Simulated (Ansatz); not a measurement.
# K+ with CHN: structure and interaction energy

One table from this session's results is given with a row withheld; the runs are named, their logs left out.

Computed with Ansatz 0.2.0, Gaussian basis. Level: PBE0-D4 structure, single points in def2-TZVPPD.

Levels: PBE-D4, revPBE-D4, BLYP-D4, r2SCAN-D4, B97M-V, PBE0-D4, B3LYP-D4, HSE06-D4, wB97X-V, wB97M-V, B2PLYP, Hartree-Fock, MP2, CCSD, CCSD(T). The reference is CCSD(T) extrapolated to the basis limit. For elements past Ar these valence bases correlate outer-core shells poorly and lack relativity, so that limit is rough.

Correlated methods freeze the cores. The outer core shell of Li, Na, Mg and K is correlated. B3LYP uses VWN-RPA correlation. B2PLYP carries no dispersion term here.

163 further runs of the same task are left out: 163 set aside as unsound or not needed.

## Where the work starts

The pair, from a GFN2-xTB docking trial: 4 atoms, charge 1, spin multiplicity 1.

Atoms are counted from 1 here; the program's logs count them from 0.

Bond lengths: K1–N3 2.522 Å, C2–N3 1.137 Å, C2–H4 1.062 Å. Angles: N3–C2–H4 179.4°, K1–N3–C2 177.6°.

Coordinates:

```xyz
4

K    -0.1168   -0.0201   -2.7223
C     0.0404    0.0040    0.9324
N    -0.0195   -0.0342   -0.2024
H     0.0959    0.0503    1.9923
```

Atoms 1 to 1 are fragment A (K+), the rest fragment B (CHN).

The first run:

The input, pre/in.yaml:

```yaml
crystal:
  periodic: [false, false, false]
  atoms:
    - {symbol: K, position_ang: [-0.116800, -0.020100, -2.722300]}
    - {symbol: C, position_ang: [0.040400, 0.004000, 0.932400]}
    - {symbol: N, position_ang: [-0.019500, -0.034200, -0.202400]}
    - {symbol: H, position_ang: [0.095900, 0.050300, 1.992300]}
basis:
  gaussian: {orbitals: def2-SVP}
total_charge: 1
hamiltonian: {xc: pbe, dispersion: d4}
relax: {f_tol: 0.03, max_steps: 250}
```

On the command line:

```console
$ ansatz run in.yaml --threads 2 --pin off --events-out ev --progress --plain --max-ram 5222MiB
```

Steps of the session up to this table: A first relaxation in a small basis; Relaxation at PBE0-D4; wB97X-V/def2-TZVPPD; wB97M-V/def2-TZVPPD; B2PLYP/def2-TZVPPD; B97M-V/def2-TZVPPD; CCSD(T)/def2-TZVPPD; MP2/def2-QZVPPD; Vibrations of the pair.

One table of the session follows, with a row left open; its other results are not shown here.

```
      method  interaction (meV)
      PBE-D4               -840
   revPBE-D4               -803
     BLYP-D4                  ?
   r2SCAN-D4               -824
      B97M-V               -833
     PBE0-D4               -849
    B3LYP-D4               -856
    HSE06-D4               -848
     wB97X-V               -844
     wB97M-V               -841
      B2PLYP               -827
Hartree-Fock               -809
         MP2               -821
        CCSD               -809
     CCSD(T)               -807
 CCSD(T)/CBS               -844
```

Estimate the missing values for BLYP-D4.

**Answer.** interaction (meV): -837. In the column «interaction (meV)» it lies between PBE-D4 (-840) and B97M-V (-833).
